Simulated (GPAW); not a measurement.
# ZrSi2 (Cmcm) in GPAW: equation of state with PBE

Aim: the equation of state of ZrSi2 with PBE.

Everything below comes from runs of GPAW 26.7.0. Logs are shortened: lines on timing, memory, paths and dates and some standing lists are left out, and cuts for length are marked. The log counts tension as positive stress, the text compression.

## (1) The crystal as given

The structure is orthorhombic, space group Cmcm (No. 63). Conventional cell: a = 3.706 Å, b = 14.735 Å, c = 3.672 Å, α = 90.00°, β = 90.00°, γ = 90.00°. Zr (site symmetry m2m) has 10 Si at 2.72 to 2.97 Å as nearest neighbours. Around Si (site symmetry m2m) lie 4 Si at 2.61 Å and 4 Zr at 2.81 to 2.83 Å. Si (site symmetry m2m) has 2 Si at 2.40 Å and 4 Zr at 2.72 Å as nearest neighbours.

## (2) Equation of state, PBE

File run.py:

```python
from ase import Atoms
from ase.eos import EquationOfState
from ase.io import Trajectory
from ase.units import GPa
from gpaw import GPAW, PW

atoms = Atoms(['Zr', 'Zr', 'Si', 'Si', 'Si', 'Si'],
              cell=[[1.853, -7.3675, 0.0],
                    [1.853, 7.3675, 0.0],
                    [0.0, 0.0, 3.672]],
              scaled_positions=[[0.1054, 0.8946, 0.25],
                                [0.8946, 0.1054, 0.75],
                                [0.7504, 0.2496, 0.25],
                                [0.2496, 0.7504, 0.75],
                                [0.4478, 0.5522, 0.25],
                                [0.5522, 0.4478, 0.75]],
              pbc=True)

traj = Trajectory('eos.traj', 'w')
volumes, energies = [], []
for x in [0.94, 0.96, 0.98, 1.0, 1.02, 1.04, 1.06]:
    a = atoms.copy()
    a.set_cell(atoms.cell * x**(1 / 3), scale_atoms=True)
    calc = GPAW(mode=PW(600),
                xc='PBE',
                kpts={'size': (5, 5, 5), 'gamma': True},
                occupations={'name': 'fermi-dirac', 'width': 0.05},
                nbands=38,
                convergence={'density': 1e-05, 'energy': 1e-05},
                maxiter=150,
                txt=f'eos-{x:.2f}.txt')
    a.calc = calc
    energies.append(a.get_potential_energy(force_consistent=True))
    volumes.append(a.get_volume())
    p = -a.get_stress()[:3].mean() / GPa
    calc.write(f'eos-{x:.2f}.gpw')
    traj.write(a)
    print(f'{x:.2f} {volumes[-1]:10.4f} A^3 {energies[-1]:14.6f} eV {p:9.3f} GPa', flush=True)

v0, e0, B = EquationOfState(volumes, energies, eos='birchmurnaghan').fit()
print(f'V0 = {v0:.4f} A^3, E0 = {e0:.6f} eV, B0 = {B / GPa:.2f} GPa')
```

Potentials or basis: GPAW PAW data sets (gpaw-data 1.2.1), pw.

Started as:

```bash
$ OMP_NUM_THREADS=1 python run.py
```

The program printed:

```text
__  _  _
 | _ |_)|_||  |
 |__||  | ||/\| - 26.7.0

Input parameters:
  mode=PW(ecut=600.0),
  convergence={'density': 1e-05, 'energy': 1e-05},
  kpts=MonkhorstPack(size=(5, 5, 5), gamma=True),
  maxiter=150,
  nbands=38,
  occupations=Occupations(name='fermi-dirac', width=0.05),
  xc=XC(name='PBE')

Diagonalizing LCAO Hamiltonian
Converting LCAO to pw mode

             Si
               Zr

           Si
           Si

       Zr
         Si

Atoms  # Å, Bohr magnetons
|   | symbol |        x |         y |        z |    initial magnetic moments |
|---|--------|----------|-----------|----------|-----------------------------|
| 0 |     Zr | 1.827956 |  5.735848 | 0.905593 | ( 0.0000,  0.0000,  0.0000) |
| 1 |     Zr | 1.827956 | -5.735848 | 2.716779 | ( 0.0000,  0.0000,  0.0000) |
| 2 |     Si | 1.827956 | -3.639778 | 0.905593 | ( 0.0000,  0.0000,  0.0000) |
| 3 |     Si | 1.827956 |  3.639778 | 2.716779 | ( 0.0000,  0.0000,  0.0000) |
| 4 |     Si | 1.827956 |  0.758772 | 0.905593 | ( 0.0000,  0.0000,  0.0000) |
| 5 |     Si | 1.827956 | -0.758772 | 2.716779 | ( 0.0000,  0.0000,  0.0000) |

Unit cell  # Å
| periodic |        x |         y |        z |  lengths |     angles |
|----------|----------|-----------|----------|----------|------------|
|      yes | 1.827956 | -7.267927 | 0.000000 | 7.494277 |  90.000000 |
|      yes | 1.827956 |  7.267927 | 0.000000 | 7.494277 |  90.000000 |
|      yes | 0.000000 |  0.000000 | 3.622372 | 3.622372 | 151.764715 |

Number of symmetries: 4
Symmetry operations  # r_c * U_cc + t_c -> r_c
|   | kind |            matrix            |
|---|------|------------------------------|
| 0 |  E   |  1, 0, 0,  0, 1, 0,  0, 0, 1 |
| 1 |  C2  |  0, 1, 0,  1, 0, 0,  0, 0,-1 |
| 2 |  σ   |  0,-1, 0, -1, 0, 0,  0, 0, 1 |
| 3 |  i   | -1, 0, 0,  0,-1, 0,  0, 0,-1 |

BZ-sampling:
  Number of BZ points: 125
  Number of IBZ points: 39

  Monkhorst-Pack size: [5, 5, 5]
  Monkhorst-Pack shift: [0, 0, 0]

K-points  # in reciprocal-cell coordinates
|     |                                coordinates |     weight |
|-----|--------------------------------------------|------------|
|   0 | (  0.00000000,   0.00000000,   0.00000000) | 0.00800000 |
|   1 | (  0.00000000,   0.00000000,   0.20000000) | 0.01600000 |
|   2 | (  0.00000000,   0.00000000,   0.40000000) | 0.01600000 |
|   3 | (  0.20000000,  -0.20000000,  -0.40000000) | 0.01600000 |
|   4 | (  0.20000000,  -0.20000000,  -0.20000000) | 0.01600000 |
|   5 | (  0.20000000,  -0.20000000,   0.00000000) | 0.01600000 |
|   6 | (  0.20000000,  -0.20000000,   0.20000000) | 0.01600000 |
|   7 | (  0.20000000,  -0.20000000,   0.40000000) | 0.01600000 |
|   8 | (  0.20000000,   0.00000000,  -0.40000000) | 0.03200000 |
|   9 | (  0.20000000,   0.00000000,  -0.20000000) | 0.03200000 |
| ... |                                            |            |
|  38 | (  0.40000000,   0.40000000,   0.40000000) | 0.03200000 |

Plane wave coefficients: 3233
Cutoff: 600.0 eV

Spin-components: 1 (collinear spins)
Bands:           38
Projectors:      32
Spin-degeneracy: 2
Datatype:        complex128

Parallelization:
  kpt:    1
  domain: 1
  band:   1

Density:
  Valence electrons: 40.0
  Components: 1
  Grid points: [45 45 21]
  Charge: 0.0  # |e|

Potential:
  Grid points: [45 45 21]

species:
  Zr:
    name:    Zirconium
    Z:       40.0
    valence: 12
    core:    28
    charge:  0.0  # [|e|]
    compensation charges:
      type: gauss
      rc: 0.40  # [Å]
      lmax: 2
    cutoffs:
      filter: 2.39  # [Å]
      core: 1.59  # [Å]
    projectors
    | kind |    occ | energy [eV] | rcut [Å] |
    |------|--------|-------------|----------|
    |   4s |  2.000 |     -54.478 |    1.323 |
    |   5s |  2.000 |      -4.438 |    1.323 |
    |   4p |  6.000 |     -32.467 |    1.334 |
    |   5p |  0.000 |      -1.470 |    1.334 |
    |   4d |  2.000 |      -3.600 |    1.244 |
    |    d |        |      23.611 |    1.244 |

    Using partial waves for Zr as LCAO basis

  Si:
    name:    Silicon
    Z:       14.0
    valence: 4
    core:    10
    charge:  0.0  # [|e|]
    compensation charges:
      type: gauss
      rc: 0.33  # [Å]
      lmax: 2
    cutoffs:
      filter: 1.86  # [Å]
      core: 2.06  # [Å]
    projectors
    | kind |    occ | energy [eV] | rcut [Å] |
    |------|--------|-------------|----------|
    |   3s |  2.000 |     -10.812 |    1.058 |
    |   3p |  2.000 |      -4.081 |    1.058 |
    |    s |        |      16.399 |    1.058 |
    |    p |        |      23.130 |    1.058 |
    |    d |        |       0.000 |    1.058 |

    Using partial waves for Si as LCAO basis

Reference energy: -227332.519471  # eV

eigensolver:
  PPCG
  Converge bands: occupied
  niter=2

density mixing:
  MSR1-Mixer
  Pratt-step length: 0.05
  Maximum mixing coefficient: 0.75
  Old densities: 10
  SVD Regularization: 0.005
  Good broyden scale: 1.0
  Trust region scale: 1.0
  Backstep threshold: 4.0
  History deletion threshold: 6.0
  Fourier metric: weight=20.0, sigma=0.015

occupation numbers:
  Fermi-Dirac:
    width: 0.0500  # eV

poisson solver:
  ecut: 4800.0  # eV

xc functional:
  name: PBE with 2 nearest neighbor stencil

convergence criteria:
[... 6 lines left out ...]
|iter     | |      energy | eigst |  dens |
|---------|-|-------------|-------|-------|
|iter:   1| |  -40.350418 | +0.38 |       |
|iter:   2| |  -40.423171 | -1.51 | -1.23 |
|iter:   3| |  -40.380280 | -1.47 | -1.25 |
|iter:   4| |  -40.340800 | -2.15 | -1.67 |
|iter:   5| |  -40.352743 | -2.76 | -1.97 |
|iter:   6| |  -40.330145 | -3.19 | -2.04 |
|iter:   7| |  -40.330290 | -4.18 | -2.56 |
|iter:   8| |  -40.330299c| -5.73 | -3.32 |
|iter:   9| |  -40.330299c| -6.88 | -3.90 |
|iter:  10| |  -40.330299c| -8.34c| -4.55 |
|iter:  11| |  -40.330299c| -9.09c| -5.20c|

Converged in 11 steps
Energy contributions relative to reference atoms: (reference = -227332.519471)

Energy contributions:
  Kinetic:          48.248431
  Coulomb:         -40.887456
  Zero:              0.666898
  External:          0.000000
  Xc:              -48.353260
  Entropy:          -0.009823
  Spinorbit:         0.000000
  ----------------------------
  Free energy:     -40.335210
  Extrapolated:    -40.330299

dipole moment: (-0.000009, -0.000000, -0.000009)  # |e|*Ang

Fermi level: 10.295
Eigenvalues  # (at kpt = [0.000, 0.000, 0.000])
| band index |      eig [eV] | occ [0-2] |
|------------|---------------|-----------|
|          0 |       -38.343 |     2.000 |
|        ... |               |           |
|         11 |         6.622 |     2.000 |
|         12 |         7.125 |     2.000 |
|         13 |         7.275 |     2.000 |
|         14 |         7.430 |     2.000 |
|         15 |         7.770 |     2.000 |
|         16 |         7.799 |     2.000 |
[... 8 lines left out ...]
|         25 |        12.775 |     0.000 |
|         26 |        12.981 |     0.000 |
|        ... |               |           |
|         37 |        19.392 |     0.000 |

No gap
No difference between direct/indirect transitions

Stress tensor  # eV/Ang^3
|         x |         y |         z |
|-----------|-----------|-----------|
| -0.044270 |  0.000000 |  0.000000 |
|  0.000000 | -0.042335 | -0.000000 |
|  0.000000 | -0.000000 | -0.043384 |

# Writing to eos-0.96.gpw (mode='')
```

eos-0.98.txt:

```text
SCF iterations
|iter     | |      energy | eigst |  dens |
|---------|-|-------------|-------|-------|
|iter:   1| |  -40.431417 | +0.36 |       |
|iter:   2| |  -40.499687 | -1.52 | -1.22 |
|iter:   3| |  -40.457621 | -1.48 | -1.25 |
|iter:   4| |  -40.471872 | -1.98 | -1.67 |
|iter:   5| |  -40.409751 | -2.31 | -1.78 |
[... 44 lines left out ...]
|         26 |        12.679 |     0.000 |
|         27 |        13.049 |     0.000 |
|        ... |               |           |
|         37 |        18.995 |     0.000 |

No gap
No difference between direct/indirect transitions

Stress tensor  # eV/Ang^3
|         x |         y |         z |
|-----------|-----------|-----------|
| -0.024935 |  0.000000 |  0.000000 |
|  0.000000 | -0.024289 |  0.000000 |
|  0.000000 |  0.000000 | -0.022446 |

# Writing to eos-0.98.gpw (mode='')
```

Wall time 18 min (1 thread of Arm Neoverse V2, shared host); peak memory 0.74 GiB.

What came out:

```yaml
Equilibrium_volume: 16.85 Å³/atom
Bulk_modulus_at_fixed_shape_and_positions: 130 GPa
Pressure_derivative_of_the_bulk_modulus: 4.0
```

Energy against volume, from the lowest point:
```tsv
volume (Å³/atom)	energy (meV/atom)
15.707	34.59
16.042	16.43
16.376	5.12
16.710	0.00
17.044	0.49
17.378	6.06
17.713	16.22
```

Caveat: the cell was scaled at fixed shape and fractional positions, which overstates the stiffness of a crystal with free parameters, most of all of layers and chains; the program warned that so skewed a cell can give wrong results.
